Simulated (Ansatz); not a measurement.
# Be4AlFe, space group F-43m: an equation of state with a fit

Program: the Python package of Ansatz (0.2.0).

Interactive session:
```pycon
>>> import ansatz as az
>>> import numpy as np
>>> VECTORS = np.array([
...     [0.0, 2.985279, 2.985279],
...     [2.985279, 0.0, 2.985279],
...     [2.985279, 2.985279, 0.0],
... ])
>>> SITES = [
...     ('Be', (0.876908, 0.876908, 0.369276), 0.0),
...     ('Be', (0.876908, 0.369276, 0.876908), 0.0),
...     ('Be', (0.369276, 0.876908, 0.876908), 0.0),
...     ('Be', (0.876908, 0.876908, 0.876908), 0.0),
...     ('Al', (0.5, 0.5, 0.5), 0.0),
...     ('Fe', (0.25, 0.25, 0.25), 2.4),
... ]
>>> def make_crystal(cell):
...     crystal = az.Crystal(lattice=az.Lattice.of(cell))
...     for symbol, position, moment in SITES:
...         crystal = crystal.atom(symbol, position, moment=moment or None)
...     return crystal
...
>>> # scale the volume, keep shape and fractions
>>> volumes, energies, pressures = [], [], []
>>> for scale in np.linspace(0.95, 1.07, 5):
...     cell = VECTORS * scale ** (1 / 3)
...     calculation = (
...         make_crystal(cell).calculation()
...         .spin('collinear')
...         .functional('PBEsol')
...         .occupations('fermi_dirac')
...         .basis(500)
...         .kpoints(7, 7, 7)
...         .stress()
...     )
...     r = calculation.run(threads=1, backend='cpu').report
...     volumes.append(abs(np.linalg.det(cell)) / len(SITES))
...     energies.append(r['free_energy_ev'] / len(SITES))
...     pressures.append(np.trace(r['stress_gpa']) / 3)
...     print(f'V = {volumes[-1]:8.4f} A^3/atom  F = {energies[-1]:.5f} eV/atom  P = {pressures[-1]:8.3f} GPa')
...
RunWarning: the starting moments were not kept: the SCF closed with an absolute magnetisation of 1.1e-4 μB, where they sum to 2.4 μB in size (1 site). That is at most 0.1 of that sum. Measured as dr2_m measures the in/out step, that magnetisation stands [...]
V =   8.4248 A^3/atom  F = -889.38064 eV/atom  P =    7.134 GPa
V =   8.6908 A^3/atom  F = -889.38801 eV/atom  P =    1.882 GPa
V =   8.9568 A^3/atom  F = -889.38724 eV/atom  P =   -2.708 GPa
V =   9.2229 A^3/atom  F = -889.37935 eV/atom  P =   -6.708 GPa
V =   9.4889 A^3/atom  F = -889.36525 eV/atom  P =  -10.184 GPa
>>> # third-order Birch-Murnaghan: a cubic in V^(-2/3)
>>> x = np.array(volumes) ** (-2 / 3)
>>> poly = np.polynomial.Polynomial.fit(x, energies, 3).convert()
>>> roots = poly.deriv().roots()
>>> x0 = min((r.real for r in roots if abs(r.imag) < 1e-9 and poly.deriv(2)(r.real) > 0), key=lambda r: abs(r - x.mean()))
>>> v0 = x0 ** -1.5
>>> b0 = 4 / 9 * poly.deriv(2)(x0) * v0 ** (-7 / 3) * 160.21766
>>> b1 = 4 + 2 / 3 * x0 * poly.deriv(3)(x0) / poly.deriv(2)(x0)
>>> print(f'V0 = {v0:.4f} A^3/atom, B0 = {b0:.1f} GPa, dB/dP = {b1:.2f}')
V0 = 8.7953 A^3/atom, B0 = 153.5 GPa, dB/dP = 3.51
```

A third-order Birch-Murnaghan fit through the 5 points has its minimum at 8.80 Å³ an atom, 0.8 % below the typed cell, with a bulk modulus of 154 GPa and dB/dP = 3.5. From that minimum the energy rises by 8.0 meV an atom on the compressed side and 23.4 meV on the expanded side.

Caveats:
- Total energies depend on the potentials; only differences at equal settings carry meaning.
- The SCF didn't keep the moments it started from (some shrank, vanished or turned); what is printed is the state reached.
- Shape and fractional positions are held along the curve, so the bulk modulus is an upper value where they are free to relax.
- For a metal this k-point mesh is coarse: on a finer one energies can move by several to tens of meV an atom and pressures by half a GPa or more, differences at one mesh by less.
- Pressure is positive in compression.
- The structure comes from a database of computed cells and needn't be a stable or known phase.
- Warnings are shown shortened and without file and line.
- Run time: 55 s on 1 thread of AMD EPYC 7R43 64-Core Processor (Zen 3), with other jobs on the host, peak memory 0.48 GiB.
